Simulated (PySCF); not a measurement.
**TeH₄: one geometry, several methods**

How much do the numbers for TeH₄ (singlet) hang on the method? All levels run at one geometry, the PBE0 minimum.

The runs use PySCF 2.14.0; several methods, basis Te def2-TZVP with ECP28, H def2-TZVP, scalar-relativistic core potentials, no spin–orbit coupling, density fitting.

**1. Where the work starts**

5 atoms, charge 0, spin multiplicity 1.

Bond lengths: Te1–H2 1.729 Å, Te1–H3 1.729 Å, Te1–H4 1.729 Å, Te1–H5 1.729 Å. Angles: H2–Te1–H3 137.7°, H2–Te1–H4 82.5°, H2–Te1–H5 82.5°, H3–Te1–H4 82.5°, H3–Te1–H5 82.5°, H4–Te1–H5 137.7°.

```xyz
5
charge 0 multiplicity 1
Te    0.0000    0.0000   -0.0188
H     0.0000    1.6126    0.6049
H     0.0000   -1.6126    0.6049
H     1.6126    0.0000    0.6049
H    -1.6126    0.0000    0.6049
```

**2. Fields at the lowest minimum**

The plane holds Te1 at (0.00, 0.00), H2 at (1.73, 0.00), H3 at (-1.28, 1.16) Å. Columns run from x = -3.15 to 4.05 Å, rows from y = 3.45 (top) to -1.95 Å, in steps of 0.3 Å. Electrons inside core potentials are absent.

Density (cut at 5 e/Å³):

Ten steps from '0' (0.000 e/Å³) to '9' (5.000 e/Å³), finer at the low end (step k begins (100^(k/10) - 1)/99 of the way up):
```
0000000000000000000000000
0000000000000000000000000
0000000000000000000000000
0000000000000000000000000
0000001110000000000000000
0000112221100000000000000
0001234432211100000000000
0001256654332211000000000
0001357765544322111000000
0001246666776443321100000
0001234569999655543100000
0000123579999766764200000
0000123579999766764200000
0000013469999655543100000
0000012456776543321100000
0000011345554322111000000
0000001223333211000000000
0000000112221100000000000
0000000001110000000000000
```

ELF (0 where the density is under 0.005 e/Å³):

Ten even steps from '0' (0.00) to '9' (1.00):
```
0000000000000000000000000
0000000000000000000000000
0000000000000000000000000
0000688631000000000000000
0008999973111100000000000
0079999996322210000000000
0099999997433321110000000
0699999998544432344300000
0599999996333445788850000
0489999962222368999990000
0057888624774269999997000
0013455427117269999998000
0001235427117269999998000
0000247634774269999997000
0000258863222457999990000
0000378998766644789960000
0000378999998632345400000
0000068999998521110000000
0000007899987410000000000
```

Lowest empty orbital at -1.07 eV (sign arbitrary; one member if degenerate):

Ten even steps from '0' (-0.52 Å^-3/2) to '9' (0.41 Å^-3/2):
```
5555555555555555555555555
5555555555555555555555555
5555555555555555555555555
5555444555555555555555555
5544444455566665555555555
5544444455666666555555555
5444333456677766555555555
5444322356788776555555555
5444322357899876554455555
5444333468999976544444555
5444444577438875433444555
5444445576204864223344555
5544445565346764223344555
5554455565456654333444555
5555555555566554333444555
5555555555555554444444555
5555555555555544444445555
5555555555555544444555555
5555555555555554455555555
```

Making the fields needed 1 s of wall time on 2 threads of INTEL XEON PLATINUM 8581C at 2.30GHz (Emerald Rapids), shared host.

**3. PBE0**

One driver script runs all steps and calls PySCF; scf.py shows the equivalent input of each level. Each SCF starts from the density of the minimum. The driver also runs the species with one electron less or more at the same geometry; their logs are not shown.

Contents of scf.py:

```python
from pyscf import gto, scf, dft
mol = gto.M(atom='''
Te     0.000000     0.000000    -0.018773
H      0.000000     1.612569     0.604946
H     -0.000000    -1.612569     0.604946
H      1.612569    -0.000000     0.604946
H     -1.612569     0.000000     0.604946''',
    basis={'Te': 'def2-TZVP', 'H': 'def2-TZVP'},
    ecp={'Te': 'def2-TZVP'},
    charge=0, spin=0)
mf = dft.RKS(mol, xc='PBE0')
mf.grids.atom_grid = (75, 302)
aux = {'Te': 'def2-universal-JKFIT', 'H': 'def2-universal-JKFIT'}
mf = mf.density_fit(auxbasis=aux)
mf.conv_tol = 1e-08
mf.diis_space = 10
mf.max_cycle = 60
mf.verbose = 4
mf.kernel()
```

On the command line:

```console
$ OMP_NUM_THREADS=2 python axn.py task.json out
```

The log of the run:

```text
init E= -270.302531230839
  HOMO = -0.241346952789761  LUMO = -0.0394475516158144  gap/eV = 5.49396
cycle= 1 E= -270.302531230851  delta_E= -1.21e-11  |g|= 2.66e-05  |ddm|= 4.35e-05
  HOMO = -0.241344564179197  LUMO = -0.0394444096868671  gap/eV = 5.49398
Extra cycle  E= -270.302531230863  delta_E= -1.16e-11  |g|= 2.49e-05  |ddm|= 3.97e-05
converged SCF energy = -270.302531230863
```

This level, with the species of one electron less or more, took 2.1 s.

| Property | Result |
| --- | --- |
| energy | -270.302531 Eh |
| one electron less (charge +1) | -269.978456 Eh (doublet, ⟨S²⟩ 0.78) |
| one electron more (charge -1) | -270.275848 Eh (doublet, ⟨S²⟩ 0.75) |
| Mulliken charge of Te1 | +0.08 e |

**4. HF**

scf.py, as its differences from that of step 3:

```diff
@@ -11,2 +11 @@
-mf = dft.RKS(mol, xc='PBE0')
-mf.grids.atom_grid = (75, 302)
+mf = scf.RHF(mol)
```

The log of the run:

```text
init E= -269.169058498641
  HOMO = -0.324416280493828  LUMO = 0.0758666036933846  gap/eV = 10.89225
cycle= 1 E= -269.180562349202  delta_E= -0.0115  |g|= 0.0457  |ddm|= 0.476
  HOMO = -0.334136407936843  LUMO = 0.0720010155407289  gap/eV = 11.05156
cycle= 2 E= -269.181343253918  delta_E= -0.000781  |g|= 0.0128  |ddm|= 0.0944
  HOMO = -0.333681948541471  LUMO = 0.0740395794021387  gap/eV = 11.09467
cycle= 3 E= -269.181428774497  delta_E= -8.55e-05  |g|= 0.00507  |ddm|= 0.039
  HOMO = -0.334138194595858  LUMO = 0.0738214749747126  gap/eV = 11.10115
cycle= 4 E= -269.181434303953  delta_E= -5.53e-06  |g|= 0.000668  |ddm|= 0.00522
  HOMO = -0.334162807642177  LUMO = 0.0738423051205865  gap/eV = 11.10238
cycle= 5 E= -269.181434689928  delta_E= -3.86e-07  |g|= 0.000173  |ddm|= 0.00172
  HOMO = -0.334150929796966  LUMO = 0.0738520713940254  gap/eV = 11.10233
cycle= 6 E= -269.181434704726  delta_E= -1.48e-08  |g|= 6.03e-05  |ddm|= 0.000288
  HOMO = -0.334149606287931  LUMO = 0.0738509480694773  gap/eV = 11.10226
cycle= 7 E= -269.181434706867  delta_E= -2.14e-09  |g|= 1.28e-05  |ddm|= 0.000188
  HOMO = -0.334151104202082  LUMO = 0.0738491514217587  gap/eV = 11.10225
Extra cycle  E= -269.181434707017  delta_E= -1.5e-10  |g|= 5.26e-06  |ddm|= 4.67e-05
converged SCF energy = -269.181434707017
```

This level, with the species of one electron less or more, took under 0.5 s.

* energy: -269.181435 Eh
* one electron less (charge +1): -268.881623 Eh (doublet, ⟨S²⟩ 0.89)
* one electron more (charge -1): -269.122449 Eh (doublet, ⟨S²⟩ 0.76)
* Mulliken charge of Te1: +0.27 e

**5. PBE**

scf.py, as its differences from that of step 4:

```diff
@@ -11 +11,2 @@
-mf = scf.RHF(mol)
+mf = dft.RKS(mol, xc='PBE')
+mf.grids.atom_grid = (75, 302)
```

The log of the run:

```text
init E= -270.282184850847
  HOMO = -0.202849494535069  LUMO = -0.0705776704002972  gap/eV = 3.59930
cycle= 1 E= -270.283752282584  delta_E= -0.00157  |g|= 0.0139  |ddm|= 0.25
  HOMO = -0.203375555684548  LUMO = -0.0705526355356358  gap/eV = 3.61430
cycle= 2 E= -270.283765879293  delta_E= -1.36e-05  |g|= 0.00783  |ddm|= 0.0225
  HOMO = -0.203477364338716  LUMO = -0.0708999389504905  gap/eV = 3.60762
cycle= 3 E= -270.283773723727  delta_E= -7.84e-06  |g|= 0.00207  |ddm|= 0.00854
  HOMO = -0.203398330099856  LUMO = -0.0707946812121731  gap/eV = 3.60833
cycle= 4 E= -270.28377424939  delta_E= -5.26e-07  |g|= 0.000237  |ddm|= 0.00165
  HOMO = -0.203410768302335  LUMO = -0.0708074844030051  gap/eV = 3.60832
cycle= 5 E= -270.283774257781  delta_E= -8.39e-09  |g|= 3.69e-05  |ddm|= 0.000339
  HOMO = -0.203405556781733  LUMO = -0.0708019329105927  gap/eV = 3.60833
Extra cycle  E= -270.283774257718  delta_E= 6.29e-11  |g|= 4.91e-05  |ddm|= 9.1e-05
converged SCF energy = -270.283774257718
```

This level, with the species of one electron less or more, took 3.9 s.

- energy: -270.283774 Eh
- one electron less (charge +1): -269.962792 Eh (doublet, ⟨S²⟩ 0.77)
- one electron more (charge -1): -270.260147 Eh (doublet, ⟨S²⟩ 0.75)
- Mulliken charge of Te1: +0.07 e

**6. B3LYP**

scf.py, as its differences from that of step 5:

```diff
@@ -11 +11 @@
-mf = dft.RKS(mol, xc='PBE')
+mf = dft.RKS(mol, xc='B3LYP')
```

The log of the run:

```text
init E= -270.394448902546
  HOMO = -0.237045936294465  LUMO = -0.0498447319221853  gap/eV = 5.09400
cycle= 1 E= -270.395430223658  delta_E= -0.000981  |g|= 0.0122  |ddm|= 0.208
  HOMO = -0.237494882200395  LUMO = -0.0518252176587231  gap/eV = 5.05233
cycle= 2 E= -270.395439316623  delta_E= -9.09e-06  |g|= 0.013  |ddm|= 0.0454
  HOMO = -0.237218443806047  LUMO = -0.0511467793350233  gap/eV = 5.06327
cycle= 3 E= -270.395482019212  delta_E= -4.27e-05  |g|= 0.00101  |ddm|= 0.0197
  HOMO = -0.237317217328727  LUMO = -0.0511764115113378  gap/eV = 5.06515
cycle= 4 E= -270.39548218958  delta_E= -1.7e-07  |g|= 0.000186  |ddm|= 0.00142
  HOMO = -0.2373483843899  LUMO = -0.0512097241906115  gap/eV = 5.06509
cycle= 5 E= -270.395482194736  delta_E= -5.16e-09  |g|= 8.44e-05  |ddm|= 0.000278
  HOMO = -0.237339918011078  LUMO = -0.0512042867130207  gap/eV = 5.06501
Extra cycle  E= -270.395482194762  delta_E= -2.61e-11  |g|= 8.71e-05  |ddm|= 0.000116
converged SCF energy = -270.395482194762
```

This level, with the species of one electron less or more, needed 3.7 s of wall time on 2 threads of INTEL XEON PLATINUM 8581C at 2.30GHz (Emerald Rapids), shared host.

* energy: -270.395482 Eh
* one electron less (charge +1): -270.068351 Eh (doublet, ⟨S²⟩ 0.78)
* one electron more (charge -1): -270.372708 Eh (doublet, ⟨S²⟩ 0.75)
* Mulliken charge of Te1: +0.18 e

**7. r2SCAN**

scf.py, as its differences from that of step 6:

```diff
@@ -11,2 +11,2 @@
-mf = dft.RKS(mol, xc='B3LYP')
-mf.grids.atom_grid = (75, 302)
+mf = dft.RKS(mol, xc='R2SCAN')
+mf.grids.atom_grid = (90, 434)
```

The log of the run:

```text
init E= -270.39821410194
  HOMO = -0.212645922889338  LUMO = -0.0624635692365914  gap/eV = 4.08667
cycle= 1 E= -270.398990019568  delta_E= -0.000776  |g|= 0.00758  |ddm|= 0.171
  HOMO = -0.211331162249096  LUMO = -0.0613161558557511  gap/eV = 4.08212
cycle= 2 E= -270.398991117849  delta_E= -1.1e-06  |g|= 0.0068  |ddm|= 0.0179
  HOMO = -0.211508803958731  LUMO = -0.061565592935521  gap/eV = 4.08016
cycle= 3 E= -270.398997585753  delta_E= -6.47e-06  |g|= 0.000708  |ddm|= 0.00859
  HOMO = -0.211546669250157  LUMO = -0.0615643494439979  gap/eV = 4.08123
cycle= 4 E= -270.398997750596  delta_E= -1.65e-07  |g|= 0.000171  |ddm|= 0.00143
  HOMO = -0.211549694910085  LUMO = -0.061572067960876  gap/eV = 4.08110
cycle= 5 E= -270.398997760732  delta_E= -1.01e-08  |g|= 2.34e-05  |ddm|= 0.000237
  HOMO = -0.211549590531714  LUMO = -0.0615730241983083  gap/eV = 4.08107
cycle= 6 E= -270.398997760821  delta_E= -8.84e-11  |g|= 9.52e-06  |ddm|= 2.55e-05
  HOMO = -0.211548443642918  LUMO = -0.0615713944878102  gap/eV = 4.08108
Extra cycle  E= -270.398997760818  delta_E= 2.61e-12  |g|= 1.02e-05  |ddm|= 2.39e-05
converged SCF energy = -270.398997760818
```

This level, with the species of one electron less or more, took 11 s.

```
energy                        : -270.398998 Eh
one electron less (charge +1) : -270.078701 Eh (doublet, ⟨S²⟩ 0.79)
one electron more (charge -1) : -270.374576 Eh (doublet, ⟨S²⟩ 0.75)
Mulliken charge of Te1        : +0.14 e
```

**8. TPSSh**

scf.py, as its differences from that of step 7:

```diff
@@ -11 +11 @@
-mf = dft.RKS(mol, xc='R2SCAN')
+mf = dft.RKS(mol, xc='TPSSH')
```

The log of the run:

```text
init E= -270.224879632028
  HOMO = -0.228360889529213  LUMO = -0.0534698682994508  gap/eV = 4.75903
cycle= 1 E= -270.225325198231  delta_E= -0.000446  |g|= 0.0286  |ddm|= 0.106
  HOMO = -0.226403757504809  LUMO = -0.0539594849818368  gap/eV = 4.69245
cycle= 2 E= -270.225309626636  delta_E= 1.56e-05  |g|= 0.0297  |ddm|= 0.0779
  HOMO = -0.22579837092121  LUMO = -0.0525428624582878  gap/eV = 4.71452
cycle= 3 E= -270.225481255209  delta_E= -0.000172  |g|= 0.000992  |ddm|= 0.0416
  HOMO = -0.22599285095085  LUMO = -0.0526666052646156  gap/eV = 4.71645
cycle= 4 E= -270.225481402218  delta_E= -1.47e-07  |g|= 0.000356  |ddm|= 0.00126
  HOMO = -0.226031721815696  LUMO = -0.052701461433994  gap/eV = 4.71656
cycle= 5 E= -270.225481416601  delta_E= -1.44e-08  |g|= 6.32e-05  |ddm|= 0.000275
  HOMO = -0.226017932481345  LUMO = -0.0526911262484964  gap/eV = 4.71646
cycle= 6 E= -270.225481417495  delta_E= -8.93e-10  |g|= 7.96e-06  |ddm|= 7.26e-05
  HOMO = -0.22601753906696  LUMO = -0.0526907730063897  gap/eV = 4.71646
Extra cycle  E= -270.225481417496  delta_E= -1.42e-12  |g|= 9.38e-06  |ddm|= 1.71e-05
converged SCF energy = -270.225481417496
```

This level, with the species of one electron less or more, took 10 s.

* energy: -270.225481 Eh
* one electron less (charge +1): -269.900564 Eh (doublet, ⟨S²⟩ 0.79)
* one electron more (charge -1): -270.197107 Eh (doublet, ⟨S²⟩ 0.75)
* Mulliken charge of Te1: +0.13 e

**9. revPBE**

scf.py, as its differences from that of step 8:

```diff
@@ -11,2 +11,2 @@
-mf = dft.RKS(mol, xc='TPSSH')
-mf.grids.atom_grid = (90, 434)
+mf = dft.RKS(mol, xc='PBE_R,PBE')
+mf.grids.atom_grid = (75, 302)
```

The log of the run:

```text
init E= -270.347787281912
  HOMO = -0.204774336325295  LUMO = -0.0690876797518829  gap/eV = 3.69222
cycle= 1 E= -270.349244627098  delta_E= -0.00146  |g|= 0.00891  |ddm|= 0.24
  HOMO = -0.202968059405665  LUMO = -0.0681115439113835  gap/eV = 3.66963
cycle= 2 E= -270.349243772941  delta_E= 8.54e-07  |g|= 0.00856  |ddm|= 0.0187
  HOMO = -0.203340237486497  LUMO = -0.0682332974960769  gap/eV = 3.67645
cycle= 3 E= -270.349257541866  delta_E= -1.38e-05  |g|= 0.00142  |ddm|= 0.0107
  HOMO = -0.203507419452406  LUMO = -0.0683700323601055  gap/eV = 3.67728
cycle= 4 E= -270.349258012323  delta_E= -4.7e-07  |g|= 0.000106  |ddm|= 0.00223
  HOMO = -0.203473363970036  LUMO = -0.0683433250440073  gap/eV = 3.67708
cycle= 5 E= -270.349258016089  delta_E= -3.77e-09  |g|= 6.15e-05  |ddm|= 0.000321
  HOMO = -0.203480963986847  LUMO = -0.0683533561165035  gap/eV = 3.67701
Extra cycle  E= -270.349258015798  delta_E= 2.91e-10  |g|= 7.76e-05  |ddm|= 0.000164
converged SCF energy = -270.349258015798
```

This level, with the species of one electron less or more, took 3.8 s.

```
energy                        : -270.349258 Eh
one electron less (charge +1) : -270.027767 Eh (doublet, ⟨S²⟩ 0.77)
one electron more (charge -1) : -270.322988 Eh (doublet, ⟨S²⟩ 0.75)
Mulliken charge of Te1        : +0.09 e
```

**10. HSE06**

scf.py, as its differences from that of step 9:

```diff
@@ -11 +11 @@
-mf = dft.RKS(mol, xc='PBE_R,PBE')
+mf = dft.RKS(mol, xc='HSE06')
```

The log of the run:

```text
init E= -270.302288465955
  HOMO = -0.227029101788548  LUMO = -0.0534485275402075  gap/eV = 4.72337
cycle= 1 E= -270.302302835693  delta_E= -1.44e-05  |g|= 0.00323  |ddm|= 0.0242
  HOMO = -0.227561767072389  LUMO = -0.0541684371455418  gap/eV = 4.71827
cycle= 2 E= -270.302303304661  delta_E= -4.69e-07  |g|= 0.00353  |ddm|= 0.0122
  HOMO = -0.227431407804738  LUMO = -0.0539581567272132  gap/eV = 4.72045
cycle= 3 E= -270.302306859629  delta_E= -3.55e-06  |g|= 0.00033  |ddm|= 0.00551
  HOMO = -0.227409346383977  LUMO = -0.0539307595187077  gap/eV = 4.72059
cycle= 4 E= -270.302306879567  delta_E= -1.99e-08  |g|= 3.92e-05  |ddm|= 0.000509
  HOMO = -0.227411192174222  LUMO = -0.0539341304502718  gap/eV = 4.72055
cycle= 5 E= -270.302306879756  delta_E= -1.89e-10  |g|= 1.61e-05  |ddm|= 4.57e-05
  HOMO = -0.227410366173417  LUMO = -0.0539331070170199  gap/eV = 4.72056
Extra cycle  E= -270.302306879753  delta_E= 3.07e-12  |g|= 1.6e-05  |ddm|= 1.75e-05
converged SCF energy = -270.302306879753
```

This level, with the species of one electron less or more, needed 4.5 s of wall time on 2 threads of INTEL XEON PLATINUM 8581C at 2.30GHz (Emerald Rapids), shared host.

```
energy                        : -270.302307 Eh
one electron less (charge +1) : -269.977994 Eh (doublet, ⟨S²⟩ 0.78)
one electron more (charge -1) : -270.276619 Eh (doublet, ⟨S²⟩ 0.75)
Mulliken charge of Te1        : +0.09 e
```

**11. All levels side by side**

| level | atomisation energy (kJ/mol) | vertical ionisation energy (eV) | vertical electron affinity (eV) | −ε(HOMO) (eV) | gap (eV) | dipole (D) | wall time |
| --- | --- | --- | --- | --- | --- | --- | --- |
| PBE0 | 797 | 8.82 | -0.73 | 6.57 | 5.49 | 0.50 | 2.1 s |
| HF | 464 | 8.16 | -1.61 | 9.09 | 11.10 | 0.50 | under 0.5 s |
| PBE | 819 | 8.73 | -0.64 | 5.53 | 3.61 | 0.53 | 3.9 s |
| B3LYP | 821 | 8.90 | -0.62 | 6.46 | 5.07 | 0.59 | 3.7 s |
| r2SCAN | 816 | 8.72 | -0.66 | 5.76 | 4.08 | 0.51 | 11 s |
| TPSSh | 864 | 8.84 | -0.77 | 6.15 | 4.72 | 0.53 | 10 s |
| revPBE | 795 | 8.75 | -0.71 | 5.54 | 3.68 | 0.54 | 3.8 s |
| HSE06 | 800 | 8.83 | -0.70 | 6.19 | 4.72 | 0.51 | 4.5 s |

Times are for 2 threads of INTEL XEON PLATINUM 8581C at 2.30GHz (Emerald Rapids), shared host; PBE0 starts from its own converged density, so its time is not comparable. A dash stands where a species or a free atom was not run at that level, or the quantity is not defined.

Atomisation goes to high-spin atoms in their ground configurations, run at the same level, without zero-point energy.

**12. Outcome**

| quantity | value |
| --- | --- |
| atomisation energy, range | 464 (HF) to 864 (TPSSh) kJ/mol |
| vertical ionisation energy, range | 8.16 (HF) to 8.90 (B3LYP) eV |
| vertical electron affinity | negative in this basis |
| orbital gap, range | 3.61 (PBE) to 11.10 (HF) eV |

In words: The atomisation energy spreads over 400 kJ/mol, from HF to TPSSh; without a CCSD(T) value for it there is no yardstick here. The vertical electron affinity comes out negative at every level, so the value hangs on the basis and the levels are not ranked on it; without diffuse functions even a bound anion can come out this way.  Spin–orbit coupling is left out.
